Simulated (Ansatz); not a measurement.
# LiW: the cost of one run

Computed with Ansatz 0.2.0 (DFT PBE, scalar-relativistic, plane waves, PAW, unless a step's input says otherwise).

1 further run of the same task is left out (it didn't finish).

## Step 1: The structure to begin with

Symmetry: Cmmm, No. 65, orthorhombic system. Conventional cell: a = 3.023 Å, b = 4.336 Å, c = 4.208 Å, α = 90.00°, β = 90.00°, γ = 90.00°. Around Li (site symmetry mmm) lie 4 W at 2.59 Å and 4 Li at 2.64 Å. Around W (site symmetry mmm) lie 4 Li at 2.59 Å and 4 W at 2.64 Å.

As a file:

```cif
data_structure
_symmetry_space_group_name_H-M 'Cmmm'
_symmetry_Int_Tables_number 65
_cell_length_a 3.0234
_cell_length_b 4.3358
_cell_length_c 4.2084
_cell_angle_alpha 90.000
_cell_angle_beta 90.000
_cell_angle_gamma 90.000
_cell_volume 55.17
loop_
_atom_site_label
_atom_site_type_symbol
_atom_site_symmetry_multiplicity
_atom_site_Wyckoff_symbol
_atom_site_fract_x
_atom_site_fract_y
_atom_site_fract_z
_atom_site_occupancy
Li1 Li 2 c 0.50000 0.00000 0.50000 1
W1 W 2 a 0.00000 0.00000 0.00000 1
```

A structure generator made this guess: species swapped into a database cell of TaRe (Cmmm, No. 65), with Li on the Ta sites and W on the Re sites. Lengths come from tabulated atomic sizes and are only a guess.

## Step 2: The guess as it stands, on a coarse mesh

input.yaml

```yaml
crystal:
  lattice:
    - [1.51167767, -2.16791124, 0.0]
    - [1.51167767, 2.16791124, 0.0]
    - [0.0, 0.0, 4.20841854]
  atoms:
    - { symbol: Li, position: [0.5, 0.5, 0.5] }
    - { symbol: W, position: [0.0, 0.0, 0.0] }
basis:
  ecutwfc: 420
kpoints:
  mp_grid: { grid: [8, 8, 4] }
hamiltonian:
  xc: pbe
scf:
  occupations: { method: gaussian, width: 0.1 }
  lower_state_search: "off"
output:
  forces: true
  stress: true
  eigenvalues: true
```

Launch:

```
$ ansatz run input.yaml --threads 1 --pin off --max-ram 2048MiB --backend cpu --events-out ev --progress --plain --runs-dir out
```

Q: Estimate wall time and peak memory on 1 thread of Arm Neoverse V2, shared host.

About 1.2 s, with a peak of 0.28 GiB.
